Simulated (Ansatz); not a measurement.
**CH₅BO₃: up Jacob's ladder to CCSD(T)**

Aim: compute CH₅BO₃ with functionals from several rungs and with coupled cluster, and see how far each lands from CCSD(T) at the basis-set limit for the atomisation energy.

Program: Ansatz 0.2.0, Gaussian basis. Level of theory: functionals in def2-TZVPP, the program's frozen cores in correlated methods. These are calculated values, not measurements.

Levels to be run: LDA (SPW92), PBE-D4, revPBE-D4, BLYP-D4, r2SCAN-D4, B97M-V, PBE0-D4, B3LYP-D4, r2SCANh-D4, r2SCAN0-D4, HSE06-D4, BHLYP-D4, CAM-B3LYP-D4, LC-ωPBE, ωB97X-V, ωB97M-V, B2PLYP, PBE-QIDH; CCSD(T)/def2-SVP; CCSD(T)/def2-TZVPP; MP2/def2-QZVPP; extrapolation to the limit; RPA on PBE.

### Step 1. Structure used throughout

All runs share one geometry, relaxed beforehand with PBE0-D4 in a triple-zeta def2 set.

SMILES `COB(O)O`, 10 atoms, charge 0, spin multiplicity 1.

Atoms are counted from 1 here; the program's logs count them from 0.

Bond lengths: C1–O2 1.413 Å, C1–H6 1.093 Å, C1–H7 1.093 Å, C1–H8 1.090 Å, O2–B3 1.361 Å, B3–O4 1.368 Å, B3–O5 1.366 Å, O4–H9 0.960 Å, O5–H10 0.960 Å. Angles: O2–C1–H6 111.2°, O2–C1–H7 111.2°, O2–C1–H8 107.6°, H6–C1–H7 108.5°, H6–C1–H8 109.2°, H7–C1–H8 109.2°, C1–O2–B3 120.2°, O2–B3–O4 119.6°, O2–B3–O5 120.6°, O4–B3–O5 119.8°, B3–O4–H9 111.8°, B3–O5–H10 111.8°.

### Step 2. LDA

This LDA is Slater exchange with PW92 correlation.

Contents of in.yaml:

```yaml
crystal:
  periodic: [false, false, false]
  atoms:
    - {symbol: C, position_ang: [-0.837032, -0.765225, -1.039947]}
    - {symbol: O, position_ang: [-0.542104, -0.509028, 0.318288]}
    - {symbol: B, position_ang: [0.435225, 0.377488, 0.651718]}
    - {symbol: O, position_ang: [0.710506, 0.616093, 1.970766]}
    - {symbol: O, position_ang: [1.141441, 1.029462, -0.318347]}
    - {symbol: H, position_ang: [-1.160027, 0.144458, -1.552927]}
    - {symbol: H, position_ang: [0.033320, -1.168188, -1.564444]}
    - {symbol: H, position_ang: [-1.643493, -1.498140, -1.069114]}
    - {symbol: H, position_ang: [0.148545, 0.099179, 2.552071]}
    - {symbol: H, position_ang: [1.796721, 1.622701, 0.054935]}
basis:
  gaussian: {orbitals: def2-TZVPP}
hamiltonian: {xc: lda}
output: {orbitals: {seedname: orbitals}}
```

Started as:

```
> ansatz run in.yaml --threads 4 --pin off --events-out ev --progress --plain --max-ram 10444MiB
```

After this run come: PBE-D4 (GGA); revPBE-D4 (GGA); BLYP-D4 (GGA); r2SCAN-D4 (meta-GGA); B97M-V (meta-GGA); PBE0-D4 (hybrid); B3LYP-D4 (hybrid); r2SCANh-D4 (hybrid); r2SCAN0-D4 (hybrid); HSE06-D4 (hybrid); BHLYP-D4 (hybrid); CAM-B3LYP-D4 (range-separated); LC-ωPBE (range-separated); ωB97X-V (range-separated); ωB97M-V (range-separated); B2PLYP (double hybrid); PBE-QIDH (double hybrid); CCSD(T) in def2-SVP; CCSD(T) in def2-TZVPP; MP2 in def2-QZVPP; RPA on PBE orbitals.

Before running them: what should the planned runs give, taken together? Wanted: atomisation energy, CCSD(T)/CBS; farthest beyond LDA; mean size of error, GGA; mean size of error, meta-GGA; mean size of error, hybrid; mean size of error, range-separated; mean size of error, double hybrid; gap, smallest and largest; T1 diagnostic.

**Answer**, as computed:

```
                               quantity                                                                               value
        atomisation energy, CCSD(T)/CBS                                                                           44.048 eV
    functionals within 0.220 eV (0.5 %)  BLYP-D4, r2SCAN-D4, B97M-V, PBE0-D4, B3LYP-D4, HSE06-D4, LC-ωPBE, ωB97X-V, ωB97M-V
                    farthest beyond LDA                                                                BHLYP-D4 (-1.687 eV)
                mean size of error, GGA                                                                            0.451 eV
           mean size of error, meta-GGA                                                                            0.095 eV
             mean size of error, hybrid                                                                            0.503 eV
    mean size of error, range-separated                                                                            0.142 eV
      mean size of error, double hybrid                                                                            0.399 eV
              gap, smallest and largest                                               6.58 eV (BLYP-D4), 14.07 eV (LC-ωPBE)
                          T1 diagnostic                                                                              0.0115
triples share of the correlation energy                                                                               3.5 %
```

What this shows: LDA overbinds by 6.883 eV (16 %). PBE-D4 is off by +0.932 eV. Double hybrids carry the basis error of their MP2 part in triple zeta, and no dispersion term here, so their miss is partly the set-up's. The rungs meta-GGA, range-separated miss on average by less than the doubt on the reference (0.220 eV), so they tie. The reference freezes the cores and leaves out relativity and excitations past (T), so misses under about 0.220 eV can't be ranked. Hartree-Fock recovers 73 % of the binding; the rest is correlation. CCSD(T) in def2-SVP is off by -2.139 eV, worse than the median functional, from the basis alone. The gap grows from 6.6 to 14.1 eV across the functionals, mostly with the share of exact exchange.
